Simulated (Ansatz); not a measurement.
Task: a small convex hull of the Sr-Cd system, with the Python package of Ansatz (0.2.0). Give the script and its output. Level of theory (first run): r2SCAN, PAW, cutoff 626 eV, 5×5×5 k-points, Fermi-Dirac smearing of 0.1 eV.

The script, `hull.py`:
```python
"""Convex hull of a few Sr-Cd phases, after relaxing cells and atoms."""

from collections import Counter

import ansatz as az
import numpy as np
import pandas as pd
from scipy.spatial import ConvexHull

FUNCTIONAL = "r2SCAN"
K_SPACING = 0.33
OCCUPATIONS = "fermi_dirac"
SIGMA = 0.1

PHASES = {
    "SrCd3 Fm-3m": (
        [[0.0, 3.71876144, 3.71876144], [3.71876144, 0.0, 3.71876144], [3.71876144, 3.71876144, 0.0]],
        [
            ("Sr", [0.0, 0.0, 0.0]),
            ("Cd", [0.25, 0.25, 0.25]),
            ("Cd", [0.75, 0.75, 0.75]),
            ("Cd", [0.5, 0.5, 0.5]),
        ],
    ),
    "SrCd Pm-3m": (
        [[4.003, 0.0, 0.0], [0.0, 4.003, 0.0], [0.0, 0.0, 4.003]],
        [
            ("Sr", [0.5, 0.5, 0.5]),
            ("Cd", [0.0, 0.0, 0.0]),
        ],
    ),
    "Sr": (
        [[0.0, 3.04235, 3.04235], [3.04235, 0.0, 3.04235], [3.04235, 3.04235, 0.0]],
        [
            ("Sr", [0.0, 0.0, 0.0]),
        ],
    ),
    "Cd": (
        [[2.97887, 0.0, 0.0], [-1.489435, 2.57977709, 0.0], [0.0, 0.0, 5.61765]],
        [
            ("Cd", [1 / 3, 2 / 3, 0.25]),
            ("Cd", [2 / 3, 1 / 3, 0.75]),
        ],
    ),
}


def build(vectors, sites):
    crystal = az.Crystal(lattice=az.Lattice.of(vectors))
    for symbol, position in sites:
        crystal = crystal.atom(symbol, position)
    return crystal


def solve(name, crystal):
    calc = (
        crystal.calculation()
        .functional(FUNCTIONAL)
        .basis(23 * az.Ha)
        .kpoints(spacing=K_SPACING)
        .occupations(OCCUPATIONS, width=SIGMA)
    )
    calc = calc.relax(force_tolerance=0.01, max_steps=40, cell=True)
    return calc.run(threads=1, pin="off")


def counts(outcome):
    return Counter(site.symbol for site in outcome.lattice.sites)

def formation_energy(outcome, mu):
    n = counts(outcome)
    return (outcome.report["energy_sigma0_ev"] - sum(k * mu[element] for element, k in n.items())) / sum(n.values())

phases = {name: build(*cell) for name, cell in PHASES.items()}

done = {name: solve(name, crystal) for name, crystal in phases.items()}

# chemical potentials of the elements at zero temperature
references = {"Sr": "Sr", "Cd": "Cd"}
mu = {element: done[name].report["energy_sigma0_ev"] / len(done[name].lattice.sites) for element, name in references.items()}
points = sorted((counts(o)["Cd"] / len(o.lattice.sites), formation_energy(o, mu), name) for name, o in done.items())

xy = np.array([(x, e) for x, e, _ in points] + [(0.5, 10.0)])
hull = sorted(tuple(xy[i]) for i in ConvexHull(xy).vertices if xy[i, 1] < 5)
rows = [(name, x, e, e - np.interp(x, *zip(*hull))) for x, e, name in points]
print(pd.DataFrame(rows, columns=["phase", "x(Cd)", "E_form (eV/atom)", "above hull (eV/atom)"]).round(4).to_string(index=False))
print("on the hull of these phases:", ", ".join(row[0] for row in rows if row[3] < 1e-6))
```

```console
$ python hull.py
      phase  x(Cd)  E_form (eV/atom)  above hull (eV/atom)
         Sr   0.00            0.0000                   0.0
 SrCd Pm-3m   0.50           -0.3811                   0.0
SrCd3 Fm-3m   0.75           -0.2426                   0.0
         Cd   1.00            0.0000                   0.0
on the hull of these phases: Sr, SrCd Pm-3m, SrCd3 Fm-3m, Cd
```

Caveats:
- For the metals among these phases the mesh is modest: differences between phases can be off by up to 40 meV an atom.
- The cells come from databases of deposited and of computed structures, and not all need be stable phases.
- Differences under about 40 meV an atom lie within the error of mesh and functional, so such verdicts may flip; only the cells listed enter the hull.
- Timing: 90 s on 1 thread of Arm Neoverse V2, on a shared host, peak memory 0.92 GiB.

(Lines on the test bed's own set-up are left out of the output.)
